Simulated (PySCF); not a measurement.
**Mn, Mn⁺: ionisation energy in Sapporo-DKH3-DZP-2012**

Each state of manganese is computed at each level; their differences give the ionisation energy. How far do the methods differ?

Method: unrestricted determinants in a Gaussian basis, no spin-orbit coupling in the energies. Code: PySCF 2.14.0.

## 1. The system

| Quantity | Value |
| --- | --- |
| Element | manganese (Z = 25) |
| Basis | Sapporo-DKH3-DZP-2012 (6s5p3d1f, 43 functions) |
| Hamiltonian | scalar relativity by spin-free X2C-1e |
| State 1 | Mn: [Ar] 3d5 4s2, high-spin 6S determinant |
| State 2 | Mn⁺: [Ar] 3d5 4s1, high-spin 7S determinant |
| Methods | UHF, PBE0, M06-2X, MP2 |
| Core shells frozen in the correlated runs | valence: [Ar] (for Mn) |

Outer shells as boxes (Hund's rule):

Mn [Ar] 3d5 4s2
```
[Ar] core
3d [↑ ][↑ ][↑ ][↑ ][↑ ]
4s [↑↓]
```

Mn+ [Ar] 3d5 4s1
```
[Ar] core
3d [↑ ][↑ ][↑ ][↑ ][↑ ]
4s [↑ ]
```

The runs were made by one driver on top of PySCF. The scripts below sum up each run's settings (the driver also hands on starting orbitals that pick excited configurations, and frozen orbitals as a list rather than a count), and the logs come from the driver's own runs. The driver starts from symmetry-adapted Hartree-Fock orbitals, holds the occupation by maximum overlap and uses a logarithmic radial grid for functionals, so a plain start would take other cycles.

It was started by

```console
$ OMP_NUM_THREADS=1 python atomrun2.py TASK.json OUT
```

The integrals over 43 functions and the set-up took 0.19 s of CPU time.

## 2. Mn

**UHF**

The input, input.py:

```python
from pyscf import gto, scf, dft, mp, cc
import basis_set_exchange as bse
mol = gto.M(atom="Mn 0 0 0", charge=0, spin=5, symmetry="D2h",
            basis=gto.basis.parse(bse.get_basis("Sapporo-DKH3-DZP-2012", elements=["Mn"], fmt="nwchem", header=False)),
            nucmod="G")
mf = scf.UHF(mol).sfx2c1e()
mf.irrep_nelec = {'Ag': (6, 4), 'B1g': (1, 0), 'B2g': (1, 0), 'B3g': (1, 0), 'B1u': (2, 2), 'B2u': (2, 2), 'B3u': (2, 2)}
mf.kernel()
```

**PBE0**

Changes to input.py:

```diff
@@ -5,3 +5,3 @@
             nucmod="G")
-mf = scf.UHF(mol).sfx2c1e()
+mf = dft.UKS(mol, xc="PBE0").sfx2c1e()
 mf.irrep_nelec = {'Ag': (6, 4), 'B1g': (1, 0), 'B2g': (1, 0), 'B3g': (1, 0), 'B1u': (2, 2), 'B2u': (2, 2), 'B3u': (2, 2)}
```

**M06-2X**

Changes to input.py:

```diff
@@ -5,3 +5,3 @@
             nucmod="G")
-mf = dft.UKS(mol, xc="PBE0").sfx2c1e()
+mf = dft.UKS(mol, xc="M062X").sfx2c1e()
 mf.irrep_nelec = {'Ag': (6, 4), 'B1g': (1, 0), 'B2g': (1, 0), 'B3g': (1, 0), 'B1u': (2, 2), 'B2u': (2, 2), 'B3u': (2, 2)}
```

**MP2 (valence)**

Changes to input.py:

```diff
@@ -5,4 +5,5 @@
             nucmod="G")
-mf = dft.UKS(mol, xc="M062X").sfx2c1e()
+mf = scf.UHF(mol).sfx2c1e()
 mf.irrep_nelec = {'Ag': (6, 4), 'B1g': (1, 0), 'B2g': (1, 0), 'B3g': (1, 0), 'B1u': (2, 2), 'B2u': (2, 2), 'B3u': (2, 2)}
 mf.kernel()
+mp.UMP2(mf, frozen=9).kernel()
```

## 3. Mn⁺, method by method

**UHF**

The input, input.py:

```python
from pyscf import gto, scf, dft, mp, cc
import basis_set_exchange as bse
mol = gto.M(atom="Mn 0 0 0", charge=1, spin=6, symmetry="D2h",
            basis=gto.basis.parse(bse.get_basis("Sapporo-DKH3-DZP-2012", elements=["Mn"], fmt="nwchem", header=False)),
            nucmod="G")
mf = scf.UHF(mol).sfx2c1e()
mf.irrep_nelec = {'Ag': (6, 3), 'B1g': (1, 0), 'B2g': (1, 0), 'B3g': (1, 0), 'B1u': (2, 2), 'B2u': (2, 2), 'B3u': (2, 2)}
mf.kernel()
```

**PBE0**

Changes to input.py:

```diff
@@ -5,3 +5,3 @@
             nucmod="G")
-mf = scf.UHF(mol).sfx2c1e()
+mf = dft.UKS(mol, xc="PBE0").sfx2c1e()
 mf.irrep_nelec = {'Ag': (6, 3), 'B1g': (1, 0), 'B2g': (1, 0), 'B3g': (1, 0), 'B1u': (2, 2), 'B2u': (2, 2), 'B3u': (2, 2)}
```

**M06-2X**

Changes to input.py:

```diff
@@ -5,3 +5,3 @@
             nucmod="G")
-mf = dft.UKS(mol, xc="PBE0").sfx2c1e()
+mf = dft.UKS(mol, xc="M062X").sfx2c1e()
 mf.irrep_nelec = {'Ag': (6, 3), 'B1g': (1, 0), 'B2g': (1, 0), 'B3g': (1, 0), 'B1u': (2, 2), 'B2u': (2, 2), 'B3u': (2, 2)}
```

**MP2 (valence)**

Changes to input.py:

```diff
@@ -5,4 +5,5 @@
             nucmod="G")
-mf = dft.UKS(mol, xc="M062X").sfx2c1e()
+mf = scf.UHF(mol).sfx2c1e()
 mf.irrep_nelec = {'Ag': (6, 3), 'B1g': (1, 0), 'B2g': (1, 0), 'B3g': (1, 0), 'B1u': (2, 2), 'B2u': (2, 2), 'B3u': (2, 2)}
 mf.kernel()
+mp.UMP2(mf, frozen=9).kernel()
```

Q: Predict the outcome of this session.

**Answer**, as computed:

| quantity | value |
| --- | --- |
| ionisation energy, Mn | UHF 6.051, MP2 (valence) 6.944 eV; reference 7.434 |

Accuracy against cost (mean over 1 difference):

```tsv
method	mean absolute miss against the measured value (with the measured fine structure taken into account where it is known) (eV)	CPU time, both states (s)
UHF	1.383	0.16
PBE0	0.265	0.86
M06-2X	0.683	1.6
MP2 (valence)	0.490	0.17
SCS-MP2 (valence)	0.307	0.17
```

Against experiment PBE0 comes closest (off by 0.27 eV) and UHF is farthest (1.38 eV). Hartree-Fock falls short because the species with more electrons holds more correlation energy, which it lacks. All values hold for this basis alone; no basis-set limit was taken. The dearest level timed, M06-2X, costs 9.8 times the cheapest, UHF, and differs from the measured value (with the measured fine structure taken into account where it is known) by 0.68 against 1.38 eV.
